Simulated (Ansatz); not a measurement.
# ZnGe2N3: the cost of one run

Computed with Ansatz 0.2.0 (DFT PBE, scalar-relativistic, plane waves, PAW, unless a step's input says otherwise).

3 further runs of the same task are left out: 2 that didn't finish, 1 set aside as unsound or not needed.

### 1 The starting structure

It takes space group P-6m2 (No. 187, hexagonal). The conventional cell has a = 3.499 Å, b = 3.499 Å, c = 7.260 Å, α = 90.00°, β = 90.00°, γ = 120.00°. Zn (site symmetry -6m2) is surrounded by 3 N at 2.02 Å. Around Ge (site symmetry 3m) lie 6 N at 2.45 Å and 1 Ge at 2.77 Å. N (site symmetry -6m2) is surrounded by 3 N at 2.02 Å and 6 Ge at 2.45 Å. N (site symmetry -6m2) is surrounded by 3 Zn at 2.02 Å.

Coordinates:

```xyz
6
Lattice="3.4993 0.0000 0.0000 -1.7496 3.0305 0.0000 0.0000 0.0000 7.2595" Properties=species:S:1:pos:R:3 pbc="T T T"
Zn    0.0000    0.0000    3.6298
Ge    1.7496    1.0102    5.8755
Ge    1.7496    1.0102    1.3840
N     0.0000    0.0000    0.0000
N     0.0000    2.0203    3.6298
N     0.0000    2.0203    0.0000
```

The cell was relaxed beforehand at this level, from a database cell with other species swapped in; it needn't be the stable form of this composition. At a tolerance of 0.05 Å it has space group P-6m2 (No. 187); it has 12.83 Å³/atom, an uncorrected energy of +1.40 eV/atom over the elements.

### 2 Electronic structure at the relaxed geometry

input.yaml reads:

```yaml
crystal:
  lattice:
    - [3.4992777124, 0.0, 0.0]
    - [-1.7496388562, 3.0304633938, 0.0]
    - [0.0, 0.0, 7.2595088406]
  atoms:
    - { symbol: Zn, position: [0.0, 0.0, 0.5] }
    - { symbol: Ge, position: [0.6666666667, 0.3333333333, 0.809350272] }
    - { symbol: Ge, position: [0.6666666667, 0.3333333333, 0.190649728] }
    - { symbol: "N", position: [0.0, 0.0, 0.0] }
    - { symbol: "N", position: [0.3333333333, 0.6666666667, 0.5] }
    - { symbol: "N", position: [0.3333333333, 0.6666666667, 0.0] }
basis:
  ecutwfc: 420
kpoints:
  mp_grid: { grid: [12, 12, 6] }
  band_path:
    path:
      - [[0.0, 0.0, 0.0], [0.5, 0.0, 0.0], [0.33333333, 0.33333333, 0.0], [0.0, 0.0, 0.0], [0.0, 0.0, 0.5], [0.5, 0.0, 0.5], [0.33333333, 0.33333333, 0.5], [0.0, 0.0, 0.5]]
      - [[0.5, 0.0, 0.5], [0.5, 0.0, 0.0]]
      - [[0.33333333, 0.33333333, 0.5], [0.33333333, 0.33333333, 0.0]]
    npoints: 14
hamiltonian:
  xc: pbe
scf:
  occupations: { method: gaussian, width: 0.1 }
  n_extra_bands: 15
output:
  forces: true
  stress: true
  eigenvalues: true
  populations: true
  dos: { projected: true, de: 0.02, nscf_kmesh: { grid: [15, 15, 8] } }
  bader: true
```

On the command line:

```
> ansatz run input.yaml --threads 1 --pin off --max-ram 2560MiB --backend cpu --events-out ev --progress --plain --runs-dir out
```

Q: Estimate wall time and peak memory on 1 thread of Intel Xeon 6975P-C (Granite Rapids), shared host.

About 72 s, with a peak of 0.61 GiB.
